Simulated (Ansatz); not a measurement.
# Al: the cost of one run

Computed with Ansatz 0.2.0 (DFT PBEsol, scalar-relativistic, plane waves, PAW, unless a step's input says otherwise).

2 further runs of the same task are left out: 2 set aside as unsound or not needed.

### 1 The starting structure

The structure is cubic, space group Fm-3m (No. 225). The conventional cell has a = 4.170 Å, b = 4.170 Å, c = 4.170 Å, α = 90.00°, β = 90.00°, γ = 90.00°. Nb (site symmetry m-3m) has 12 Nb at 2.95 Å as nearest neighbours.

Structure file:

```xyz
1
Lattice="0.0000 2.0852 2.0852 2.0852 0.0000 2.0852 2.0852 2.0852 0.0000" Properties=species:S:1:pos:R:3 pbc="T T T"
Nb    0.0000    0.0000    0.0000
```

This cell was relaxed beforehand with the same method: volume 18.13 Å³/atom, gap on the mesh none (metal).

### 2 The film's bulk: Al

Relaxed beforehand at this level: -524.5453 eV/atom, gap on the mesh none (metal).

```
Al
1.0
     0.00000   -2.00778   -2.00778
     2.00778    0.00000   -2.00778
     2.00778   -2.00778    0.00000
Al
1
Direct
  0.00000 0.00000 0.00000
```

Bulk energy of Nb, the base, on matching settings, from an earlier run: -4495.1036 eV/atom.

### 3 Al strained to the base's plane

The (111) plane of Al is fitted to the (111) plane of Nb, a strain of +3.9 % along x and +3.9 % along y; the third vector and the atoms relax.

Contents of input.yaml:

```yaml
crystal:
  lattice:
    - [2.948925887, 0.0, 0.0]
    - [-1.4744629435, 2.553844732, 0.0]
    - [1.4744629435, 0.8512815773, 2.2154670733]
  atoms:
    - { symbol: Al, position: [0.0, 0.0, 0.0] }
basis:
  ecutwfc: 420
kpoints:
  mp_grid: { grid: [12, 12, 15] }
hamiltonian:
  xc: pbesol
scf:
  occupations: { method: gaussian, width: 0.1 }
output:
  forces: true
  stress: true
  eigenvalues: true
relax:
  adjacent_minimum: "off"
  f_tol: 0.01
  max_steps: 50
  cell: { fix: [a, b, gamma], stress_tol: 0.1 }
```

Q: Estimate wall time and peak memory on 1 thread of an x86-64 CPU, shared host.

About 13 s, with a peak of 0.41 GiB.
